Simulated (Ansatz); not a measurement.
## HfCo, space group Pm-3m: a relaxation followed by a look at the electronic structure, step by step

Computed with Ansatz 0.2.0, Python API.

`hfco.vasp`
```text
HfCo
1.0
   3.16400000    0.00000000    0.00000000
   0.00000000    3.16400000    0.00000000
   0.00000000    0.00000000    3.16400000
Hf Co
1 1
Direct
   0.50000000    0.50000000    0.50000000
   0.00000000    0.00000000    0.00000000
```

The cells in order, each with its output:

```python
import ansatz as az
from ase.io import read
import numpy as np


def count_gap(report):
    # lowest empty less highest filled band, counting bands; zero where they overlap
    return max(report.get("gap_by_band_count_ev") or 0.0, 0.0)


def setup_for(crystal, spacing):
    return (
        crystal.calculation()
        .basis(19 * az.Ha)
        .functional("pbesol")
        .pseudopotentials("paw")
        .occupations("fermi_dirac", width=0.1)
        .spin("collinear")
        .kpoints(spacing=spacing)
    )

atoms = read("hfco.vasp", format="vasp")
cell = az.Crystal.from_ase(atoms).moments(Co=1.8)
```

```python
relaxed = setup_for(cell, 0.3).relax(cell=True, force_tolerance=0.02, max_steps=40).checkpoint(write="relax.run", compress=False).run()
cell = np.asarray(relaxed.lattice.cell_ang)
print("relaxed edges (A):", np.linalg.norm(cell, axis=1).round(4), " volume:", round(abs(np.linalg.det(cell)), 3), "A^3")
for site in relaxed.lattice.sites:
    print(" ", site.symbol, np.round(site.position_frac, 4) + 0.0)
```

    relaxed edges (A): [3.116 3.116 3.116]  volume: 30.254 A^3
      Hf [0.5 0.5 0.5]
      Co [0. 0. 0.]

```python
final = az.Crystal.from_checkpoint("relax.run")
done = setup_for(final, 0.22).functional("pbesol").stress().band_table().density_of_states(energy_step=0.05).run()
report = done.report
```

    DeckWarning: crystal.checkpoint: the structure is that of relax.run, a `relax` run, at its step 4: its result, under pbesol at a charge of 0 e; 2 atoms read, 1 with a starting moment [...]

```python
done.lattice.cell_ang
```

    array([[ 3.11598005e+00, -2.69830810e-34,  1.16358267e-33],
           [-9.11807458e-34,  3.11598005e+00, -1.28395330e-34],
           [ 8.02470810e-36,  0.00000000e+00,  3.11598005e+00]])

```python
dos = done.density_of_states()
print(f"pressure at the relaxed cell {np.trace(report['stress_gpa']) / 3:.3f} GPa, gap by band count {count_gap(report):.3f} eV")
if count_gap(report) == 0:
    print("states/eV at the Fermi level:", round(float(np.interp(dos.fermi_ev, dos.energies_ev, dos.spin_summed_g_bin_mean_per_ev)), 3))
print(f"net moment {report['magnetization_mub']:.3f} muB, absolute {report['absolute_magnetization_mub']:.3f} muB")
for index, (site, m) in enumerate(zip(done.lattice.sites, report["site_moments_mub"])):
    print(f"  {index:2d} {site.symbol:2s} {m:7.3f}")
```

    pressure at the relaxed cell -0.061 GPa, gap by band count 0.000 eV
    states/eV at the Fermi level: 2.108
    net moment 0.563 muB, absolute 0.714 muB
       0 Hf  -0.030
       1 Co   0.634

What to keep in mind:
- The magnetic order follows from the starting moments and needn't be the lowest.
- For a metal this k-point mesh is coarse: on a finer one energies can move by several to tens of meV an atom and pressures by half a GPa or more, differences at one mesh by less.
- An absolute Fermi energy rests on an arbitrary zero of the periodic potential and has no direct meaning.
- A gap by band count of zero or less means overlapping bands, a metal.
- The starting cell is as deposited in a crystallographic database; the results hold for this polymorph, which needn't be the stable one.
- Gaps and levels are Kohn-Sham values on a finite set of k-points, without spin-orbit coupling.
- Warnings are shown shortened and without file and line.
- Where the second run takes another functional or mesh than the relaxation, its pressure isn't zero; pressure is positive in compression.
- The computed bands are complete only to about 6.0 eV above the Fermi level; beyond that the density of states is undercounted.
- Hardware and time: 13 s on 1 thread of AMD EPYC 9R45 96-Core Processor (Zen 5) (shared host), peak memory 0.59 GiB.
